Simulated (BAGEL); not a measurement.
# AlHSeCl2 (SMILES [Cl][Al]([Cl])[SeH]) at PBE0/def2-SVP (density fitting with qzvpp-jkfit)

What is the energy change on altering one bond length of AlHSeCl2 at PBE0/def2-SVP (density fitting with qzvpp-jkfit)? 

The calculation is run with BAGEL 1.2.2.

1 further run of the same task is left out (set aside as unsound or not needed). Runs told in other sessions of the task aren't counted.

**1. The molecule**

AlHSeCl2: 5 atoms, total charge 0, spin state singlet. As SMILES, `[Cl][Al]([Cl])[SeH]`. The coordinates come from a PBE0-D4/def2-TZVP relaxation.

Bond lengths: Cl1–Al2 2.080 Å, Al2–Cl3 2.078 Å, Al2–Se4 2.290 Å, Se4–H5 1.470 Å. Angles: Cl1–Al2–Cl3 119.7°, Cl1–Al2–Se4 121.6°, Cl3–Al2–Se4 118.7°, Al2–Se4–H5 90.4°.

**2. A single-point energy at PBE0/def2-SVP (density fitting with qzvpp-jkfit)**

Input file input.json:

```json
{ "bagel" : [

{
  "title" : "molecule",
  "basis" : "svp",
  "df_basis" : "qzvpp-jkfit",
  "angstrom" : true,
  "geometry" : [
    { "atom" : "Cl", "xyz" : [   -1.129100,   -1.388600,    1.240100 ] },
    { "atom" : "Al", "xyz" : [    0.378800,   -0.407400,    0.195200 ] },
    { "atom" : "Cl", "xyz" : [    2.327200,   -1.125400,    0.281000 ] },
    { "atom" : "Se", "xyz" : [   -0.051800,    1.460300,   -1.058800 ] },
    { "atom" : "H", "xyz" : [   -1.475200,    1.387400,   -0.698900 ] }
  ]
},
{
  "title" : "ks",
  "xc_func" : "pbe0"
},
{
  "title" : "print",
  "file" : "orbitals.molden",
  "orbitals" : true
}

]}
```

Command:

```console
$ BAGEL_NUM_THREADS=1 BAGEL input.json > input.out
```

The program printed:

```text
* using 1 threads per process

  ===============================================================
  ===============================================================

  *** Geometry ***

  { "atom" : "Cl", "xyz" : [     -2.133690,     -2.624074,      2.343449 ] },
  { "atom" : "Al", "xyz" : [      0.715828,     -0.769874,      0.368875 ] },
  { "atom" : "Cl", "xyz" : [      4.397771,     -2.126698,      0.531013 ] },
  { "atom" : "Se", "xyz" : [     -0.097888,      2.759567,     -2.000842 ] },
  { "atom" : "H", "xyz" : [     -2.787724,      2.621806,     -1.320730 ] },

  Number of auxiliary basis functions:      668

  Since a DF basis is specified, we compute 2- and 3-index integrals:
    o Being stored without compression. Storage requirement is 0.044 GB

  Number of basis functions:       91
  Number of electrons      :       82

    * METHOD: MOLECULE                             0.47

  *** Kohn-Sham DFT ***

    * Removing 8631 points whose weight is below 1.00e-10
    * Grid points: 65899

  === Nuclear Repulsion ===
   437.9471042451

       - DIIS with orbital gradients will be used.

  === KS iteration (pbe0 / svp) ===
      0      -3461.42856024          0.12539051           0.52
      1      -3129.86069915          0.15944642           0.46
      2      -2956.40178500          0.11228228           0.46
      3      -3377.01936301          0.11153881           0.47
      4      -3533.94407904          0.11725230           0.48
      5      -3540.25299575          0.07976221           0.48
      6      -3389.18295038          0.17502810           0.49
      7      -3383.73259973          0.16517269           0.47
      8      -3472.51729240          0.15769440           0.47
      9      -3520.64948556          0.12287908           0.48
     10      -3553.95560038          0.06426923           0.46
     11      -3559.87942837          0.07006912           0.47
     12      -3563.51597087          0.02284178           0.50
     13      -3563.18416489          0.02723005           0.49
     14      -3563.80179894          0.00354369           0.50
     15      -3563.81328880          0.00168479           0.51
     16      -3563.81568036          0.00030997           0.48
     17      -3563.81576786          0.00004962           0.48
     18      -3563.81576999          0.00001421           0.48
     19      -3563.81577013          0.00000297           0.50
     20      -3563.81577013          0.00000083           0.50
     21      -3563.81577013          0.00000024           0.49
     22      -3563.81577013          0.00000016           0.50
     23      -3563.81577013          0.00000002           0.47
     24      -3563.81577013          0.00000001           0.49
    * SCF iteration converged.

    * Permanent dipole moment:
           (    0.341891,    -0.255391,     0.110497) a.u.

    * METHOD: KS                                  12.34

    * METHOD: PRINT                                0.01

  ===============================================================
```

Wall time 13 s (1 thread of Arm Neoverse V2, shared host); peak memory 0.37 GiB.

**3. The distorted shape, same level**

input.json, as its differences from that of step 2:

```diff
@@ -8,3 +8,3 @@
   "geometry" : [
-    { "atom" : "Cl", "xyz" : [   -1.129100,   -1.388600,    1.240100 ] },
+    { "atom" : "Cl", "xyz" : [   -1.883053,   -1.879202,    1.762552 ] },
     { "atom" : "Al", "xyz" : [    0.378800,   -0.407400,    0.195200 ] },
```

Command:

```console
$ BAGEL_NUM_THREADS=1 BAGEL input.json > input.out
```

The program printed:

```text
* using 1 threads per process

  ===============================================================
  ===============================================================

  *** Geometry ***

  { "atom" : "Cl", "xyz" : [     -3.558454,     -3.551177,      3.330741 ] },
  { "atom" : "Al", "xyz" : [      0.715828,     -0.769874,      0.368875 ] },
  { "atom" : "Cl", "xyz" : [      4.397771,     -2.126698,      0.531013 ] },
  { "atom" : "Se", "xyz" : [     -0.097888,      2.759567,     -2.000842 ] },
  { "atom" : "H", "xyz" : [     -2.787724,      2.621806,     -1.320730 ] },

  Number of auxiliary basis functions:      668

  Since a DF basis is specified, we compute 2- and 3-index integrals:
    o Being stored without compression. Storage requirement is 0.044 GB

  Number of basis functions:       91
  Number of electrons      :       82

    * METHOD: MOLECULE                             0.48

  *** Kohn-Sham DFT ***

    * Removing 7809 points whose weight is below 1.00e-10
    * Grid points: 66721

  === Nuclear Repulsion ===
   394.3965072679

       - DIIS with orbital gradients will be used.

  === KS iteration (pbe0 / svp) ===
      0      -3458.24078080          0.12338967           0.54
      1      -3121.49986841          0.13921561           0.50
      2      -3151.49748026          0.10240384           0.47
      3      -3536.91076374          0.09575004           0.49
      4      -3548.55584032          0.06319541           0.47
      5      -3556.64870264          0.05479128           0.49
      6      -3554.29102925          0.07945429           0.51
      7      -3388.33441217          0.17969187           0.50
      8      -3495.19864742          0.10084187           0.48
      9      -3563.15767397          0.02430113           0.49
     10      -3563.39087421          0.01871389           0.48
     11      -3563.65332697          0.00784268           0.48
     12      -3563.70759680          0.00202346           0.50
     13      -3563.71293560          0.00061771           0.51
     14      -3563.71342249          0.00018611           0.50
     15      -3563.71347415          0.00003623           0.52
     16      -3563.71347600          0.00000724           0.50
     17      -3563.71347605          0.00000219           0.48
     18      -3563.71347605          0.00000151           0.49
     19      -3563.71347605          0.00000058           0.49
     20      -3563.71347605          0.00000023           0.50
     21      -3563.71347605          0.00000012           0.52
     22      -3563.71347605          0.00000004           0.52
     23      -3563.71347605          0.00000001           0.49
     24      -3563.71347605          0.00000001           0.50
    * SCF iteration converged.

    * Permanent dipole moment:
           (   -0.805915,    -1.200322,     1.049210) a.u.

    * METHOD: KS                                  12.66

    * METHOD: PRINT                                0.01

  ===============================================================
```

It took 14 s on 1 thread of Arm Neoverse V2, shared host; peak memory 0.37 GiB.

**4. Outcome**

Level: PBE0/def2-SVP (density fitting with qzvpp-jkfit).

| quantity | value |
| --- | --- |
| first shape: total energy | -3563.81577 Eh |
| first shape: dipole moment | 1.12 D |
| first shape: HOMO energy | -7.73 eV |
| first shape: LUMO energy | -0.92 eV |
| first shape: HOMO–LUMO gap | 6.80 eV |
| distorted shape: total energy | -3563.71348 Eh |
| distorted shape: dipole moment | 4.54 D |
| distorted shape: HOMO energy | -7.32 eV |
| distorted shape: LUMO energy | -3.72 eV |
| distorted shape: HOMO–LUMO gap | 3.59 eV |
| energy change with the Cl1–Al2 bond stretched from 2.080 to 3.121 Å | 2.784 eV |

With the Cl1–Al2 bond stretched from 2.080 to 3.121 Å the energy rises by 2.78 eV (64 kcal/mol). The first shape isn't relaxed at this level, so the change isn't measured from a minimum.
